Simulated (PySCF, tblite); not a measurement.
# C5H3ClFSe radical: geometry, infrared bands and EPR parameters

What infrared bands and EPR parameters should C5H3ClFSe radical (`F[CH]c1ccc(Cl)[se]1`) show?

Computed with tblite 0.8.0 and PySCF 2.14.0, with density-fitted response routines of our own, on a single molecule in the gas phase. Atoms are numbered from 0 throughout.

**1. The molecule as given**

11 atoms, charge 0, multiplicity 2; geometry from: force field or distance geometry start.

Bonds of the start (Å): F0–C1 1.40, C1–C2 1.52, C2–C3 1.34, C3–C4 1.34, C4–C5 1.36, C5–Cl6 1.77, C5–Se7 1.97, Se7–C2 2.04, C1–H8 1.12, C3–H9 1.14, C4–H10 1.13.

**2. Geometry optimisation with GFN2-xTB**

What the job is given:

```
{"job": {"kind": "relax", "xc": "GFN2-xTB", "basis": "xTB"}, "charge": 0, "multiplicity": 2}
F     -2.731800     1.027800     0.905300
C     -2.286300     0.564000    -0.333000
C     -0.787700     0.430800    -0.152500
C     -0.065000    -0.691700    -0.226700
C      1.261100    -0.680900    -0.043400
C      1.912500     0.486300     0.185500
Cl     3.654500     0.695500     0.427800
Se     0.558800     1.916300     0.215600
H     -2.769700    -0.431900    -0.485400
H     -0.604600    -1.679500    -0.412700
H      1.863600    -1.634100    -0.106300
```

Command:

```console
> OMP_NUM_THREADS=1 python probes_run.py task.json out
```

The driver reads the jobs from task.json and runs them one after another.

The program printed:

```text
step      E/eV     max force
  0    -668.07951    4.625
  1    -668.63586    2.692
  2    -668.87930    1.815
  3    -669.24438    0.832
  4    -669.32241    0.877
  5    -669.42173    0.871
  6    -669.47839    0.820
  7    -669.52284    0.638
  8    -669.56040    0.789
  9    -669.60137    0.703
 10    -669.65034    0.610
 11    -669.69334    0.618
 12    -669.73523    0.684
 13    -669.77295    0.659
 14    -669.81094    0.592
 15    -669.84307    0.422
 16    -669.85778    0.386
 17    -669.86713    0.288
 18    -669.87682    0.314
 19    -669.88566    0.248
 20    -669.89070    0.200
 21    -669.89345    0.121
 22    -669.89451    0.089
 23    -669.89517    0.072
 24    -669.89553    0.048
 25    -669.89575    0.042
 26    -669.89591    0.039
 27    -669.89609    0.031
 28    -669.89627    0.036
 29    -669.89638    0.027
 30    -669.89644    0.020
 31    -669.89648    0.018
 32    -669.89654    0.022
 33    -669.89659    0.021
 34    -669.89665    0.016
 35    -669.89670    0.018
 36    -669.89674    0.015
 37    -669.89676    0.013
 38    -669.89678    0.011
 39    -669.89679    0.010
 40    -669.89680    0.010
```

Wall time 0.24 s (1 thread of Arm Neoverse V2, shared host).

Along the way: (not every step is listed)

| step | energy from step 0 (eV) | largest force (eV/Å) |
| --- | --- | --- |
| 0 | 0.0000 | 4.6250 |
| 1 | -0.5563 | 2.6919 |
| 2 | -0.7998 | 1.8148 |
| 3 | -1.1649 | 0.8317 |
| 4 | -1.2429 | 0.8772 |
| 5 | -1.3422 | 0.8714 |
| 6 | -1.3989 | 0.8197 |
| 7 | -1.4433 | 0.6380 |
| 8 | -1.4809 | 0.7889 |
| 10 | -1.5708 | 0.6104 |
| 12 | -1.6557 | 0.6839 |
| 14 | -1.7314 | 0.5915 |
| 16 | -1.7783 | 0.3864 |
| 18 | -1.7973 | 0.3136 |
| 20 | -1.8112 | 0.2001 |
| 22 | -1.8150 | 0.0892 |
| 24 | -1.8160 | 0.0485 |
| 26 | -1.8164 | 0.0390 |
| 28 | -1.8168 | 0.0364 |
| 30 | -1.8169 | 0.0201 |
| 32 | -1.8170 | 0.0216 |
| 34 | -1.8171 | 0.0164 |
| 35 | -1.8172 | 0.0184 |
| 36 | -1.8172 | 0.0147 |
| 37 | -1.8172 | 0.0128 |
| 38 | -1.8173 | 0.0108 |
| 39 | -1.8173 | 0.0100 |
| 40 | -1.8173 | 0.0102 |

Distances of close pairs at the start and the end, largest changes first:

```csv
bond,before (Å),after (Å),change (Å)
C1–C2,1.515,1.355,-0.160
C2–Se7,2.038,1.911,-0.127
C5–Se7,1.969,1.876,-0.093
C2–C3,1.337,1.413,+0.076
C5–Cl6,1.771,1.701,-0.071
C3–H9,1.141,1.075,-0.066
C4–H10,1.129,1.076,-0.053
F0–C1,1.395,1.345,-0.051
```

The final coordinates are the input of the step that follows.

**3. Harmonic vibrations with GFN2-xTB**

What the job is given:

```
{"job": {"kind": "ir", "xc": "GFN2-xTB", "basis": "xTB"}, "charge": 0, "multiplicity": 2}
F     -2.648810     1.618845     0.316594
C     -2.117279     0.422208     0.011237
C     -0.771612     0.263115     0.031897
C     -0.033380    -0.905882    -0.257773
C      1.340742    -0.773304    -0.153405
C      1.781921     0.479220     0.218651
Cl     3.410959     0.919079     0.429664
Se     0.390991     1.708661     0.491680
H     -2.850761    -0.328865    -0.231244
H     -0.524166    -1.819978    -0.538821
H      2.026818    -1.580429    -0.344444
```

The program printed:

```text
mode    cm-1     km/mol
  1      70.5      0.34
  2     110.2      1.60
  3     192.6      1.46
  4     197.5      2.65
  5     284.8      0.91
  6     291.2      2.72
  7     376.1      5.83
  8     472.2      3.86
  9     496.5      0.17
 10     508.9      3.20
 11     543.3      3.10
 12     615.9      9.28
 13     662.3      5.39
 14     727.7     28.51
 15     839.7      5.27
 16     899.3     32.61
 17    1076.1    117.03
 18    1100.3     61.41
 19    1143.9      7.55
 20    1191.5     11.27
 21    1234.6     22.56
 22    1391.5     18.71
 23    1398.8     30.61
 24    1532.7     56.76
 25    3098.6      7.95
 26    3117.8      5.59
 27    3133.0      8.17
```

It took 0.31 s on 1 thread of Arm Neoverse V2, shared host.

The strongest bands and the atoms that carry them (share of the mass-weighted mode):

```csv
cm⁻¹,km/mol,atoms
728,28.5,"H9 70 %, C3 21 %"
899,32.6,"C5 65 %, C4 14 %"
1076,117.0,"C1 29 %, F0 18 %, H10 14 %, H9 13 %"
1100,61.4,"H10 26 %, H9 22 %, C1 17 %, F0 16 %"
1235,22.6,"C3 22 %, C5 22 %, H10 20 %, C2 18 %"
1392,18.7,"C4 53 %, C3 27 %"
1399,30.6,"C3 33 %, C4 24 %, C5 24 %"
1533,56.8,"C2 48 %, C1 40 %"
```

**4. g tensor and hyperfine couplings: B3LYP/def2-TZVP-core+pcH-1**

The job, as its differences from that of step 3:

```diff
@@ -1,2 +1,2 @@
-{"job": {"kind": "ir", "xc": "GFN2-xTB", "basis": "xTB"}, "charge": 0, "multiplicity": 2}
+{"job": {"kind": "epr", "basis": "pcH-1"}, "charge": 0, "multiplicity": 2}
 F     -2.648810     1.618845     0.316594
```

With the program's defaults for keys left out, this is: UKS B3LYP, def2-TZVP-core on Se, pcH-1 on C Cl F H, non-relativistic, mean-field spin-orbit, GIAO.

The program printed:

```text
UKS, coarse grid
  cycle   1  E = -3153.84202974  |g| = 1.50e+00
  cycle   2  E = -3153.74945213  |g| = 8.46e-01
  cycle   3  E = -3153.79058051  |g| = 5.87e-01
  cycle   4  E = -3153.92296569  |g| = 1.44e-01
  cycle   5  E = -3153.93289110  |g| = 4.70e-02
  cycle   6  E = -3153.93374648  |g| = 1.73e-02
  cycle   7  E = -3153.93387968  |g| = 8.55e-03
  cycle   8  E = -3153.93393018  |g| = 3.49e-03
  cycle   9  E = -3153.93394633  |g| = 2.16e-03
  cycle  10  E = -3153.93395167  |g| = 6.31e-04
UKS, final grid
  cycle   1  E = -3153.93398058  |g| = 9.06e-04
  cycle   2  E = -3153.93397984  |g| = 1.56e-03
  cycle   3  E = -3153.93398100  |g| = 1.55e-04
  cycle   4  E = -3153.93398101  |g| = 6.19e-05
  cycle   5  E = -3153.93398102  |g| = 4.23e-05
  cycle   6  E = -3153.93398102  |g| = 2.20e-05
E = -3153.93398102 Eh   <S^2> = 0.7837 (exact 0.7500)
g shifts (ppm)      1          2          3
  rmc          -197       -197       -197
  gc             -5         46         40
  oz_so        -697       1776      14202
  total        -899       1625      14045
hyperfine (MHz)  atom isotope    a_iso     a_fc   dipolar eigenvalues
    0   19F      76.30      76.81   -145.77   -118.92    264.69
    1   13C      53.01      53.08    -46.85    -46.00     92.85
    2   13C     -43.50     -43.25    -24.87      9.96     14.91
    3   13C      36.79      36.87    -32.42    -31.66     64.08
    4   13C     -31.07     -31.10    -19.96      8.79     11.17
    5   13C      51.90      50.69    -35.72    -34.73     70.44
    6  35Cl       2.81       2.60    -13.11     -7.79     20.89
    7  77Se      -0.57       3.50    -44.05    -15.62     59.67
    8    1H     -38.34     -38.32    -19.90     -1.62     21.52
    9    1H     -26.75     -26.74    -13.82     -1.20     15.02
   10    1H       8.25       8.23     -3.28     -0.95      4.23
```

It took 3.3 min on 1 thread of Arm Neoverse V2, shared host; peak memory 1.3 GiB.

Principal g values 2.00142, 2.00394, 2.01636; g(iso) = 2.00724, against 2.00232 for a free electron.

Hyperfine couplings, nucleus by nucleus at this fixed geometry (no averaging over rotations):

```
nuclei  isotope  a(iso) (MHz)  a(iso) (G, at g = 2.0023)  largest dipolar term (MHz)
    F0      19F          76.3                       27.2                       264.7
    C1      13C          53.0                       18.9                        92.9
    C5      13C          51.9                       18.5                        70.4
    C2      13C         -43.5                      -15.5                       -24.9
    H8       1H         -38.3                      -13.7                        21.5
    C3      13C          36.8                       13.1                        64.1
    C4      13C         -31.1                      -11.1                       -20.0
    H9       1H         -26.7                       -9.5                        15.0
   H10       1H           8.2                        2.9                         4.2
   Cl6     35Cl           2.8                        1.0                        20.9
   Se7     77Se          -0.6                       -0.2                        59.7
```

Mulliken spin populations:

```
atom  value (e)
  F0       0.04
  C1       0.50
  C2      -0.20
  C3       0.41
  C4      -0.17
  C5       0.37
 Cl6       0.03
 Se7       0.05
  H8      -0.03
  H9      -0.02
 H10       0.01
```

In first order the couplings over 0.8 MHz of 19F, 1H, 35Cl give 64 distinct lines over 56.4 G.

Orbitals, density, ELF and potential are computed afterwards from the orbital file.

ELF in a plane through or near 11 of the atoms.

Ten even steps from ' ' (0.00) to '@' (1.00):
```
                                                        
                                                        
            ..        ::++**++--..                      
        ..--====..    ==##%%%%**::                      
      ..--##%%##--  ..++**++####--    ::::..            
      ::**%%@@%%++  ..==::++::**--  --##**==::          
    ..==##--++--**--**++========::  ++%%--%%**::        
    ..++%%::##..%%++**%%--::--##--..--##==%%##::        
    ::**%%%%++####==::**--==%%##++**--####++--..        
    ..++%%%%##======++++  ::++##..%%----==..            
      ::----..  ::**----++++@@##==**--@@@@@@==          
              ::##**++==@@::::##--..++@@@@@@@@--        
            ::@@@@@@****##::--**..  ::@@@@@@@@..        
            ##@@@@@@%%::==%%@@@@**    ++@@@@++          
            ==@@@@@@--  ::@@@@@@@@::                    
              --++--    ..%%@@@@@@::                    
                          ==%%%%==                      
                                                        
                                                        
                                                        
```
The map spans 11.8 Å across and 9.1 Å up, centred on the molecule. Atoms in the plane (x, y in Å): F0 (2.8, 1.4), C1 (2.2, 0.2), C2 (0.8, 0.2), C3 (-0.1, -0.9), C4 (-1.4, -0.7), C5 (-1.7, 0.7), Cl6 (-3.3, 1.3), Se7 (-0.2, 1.8), H8 (2.8, -0.7), H9 (0.3, -1.9), H10 (-2.2, -1.4).

On the surface of density 0.002 e/bohr³ the electrostatic potential runs, from the 1st to the 99th percentile, from -0.58 V near F0 to 1.46 V near H8.

The spin density lies nearest to C1, C5 about 23 % each; C3 19 %; C2 8 % (beta excess); C4 6 % (beta excess).

**5. Outcome**

| quantity | value |
| --- | --- |
| strongest single infrared mode (GFN2-xTB) | 1076 cm⁻¹, 117 km/mol |
| zero-point energy (GFN2-xTB) | 38.2 kcal/mol |
| g(iso) (B3LYP) | 2.00724 |
| ⟨S²⟩ | 0.784 (exact 0.75) |
| largest a(iso) | 19F on F0, 76.3 MHz |
| potential on the surface of density 0.002 e/bohr³, 1st and 99th percentile | -0.58 V and 1.46 V |

What this shows: The optimisation took 40 steps and gained 1.817 eV; among the close pairs (by a distance rule), C1–C2 changed most, from 1.515 to 1.355 Å. No mode is imaginary among the 27: a minimum at this level. The strongest single mode, at 1076 cm⁻¹, is spread over several atoms, C1, F0, H10, H9 among them. Unscaled tight-binding wavenumbers are off by several per cent, some by more. Its intensities can rank the bands wrongly. The largest spin populations lie on C1 (0.50 e), C3 (0.41 e), C5 (0.37 e). The isotropic g lies 4.9 ppt above the free-electron value. The hyperfine terms hold no scalar relativity, which the heavier nuclei need. These values are for one conformer; the search (at its own cheap level) found 1 more, at 0.68 kcal/mol, and measured spectra average over such forms.
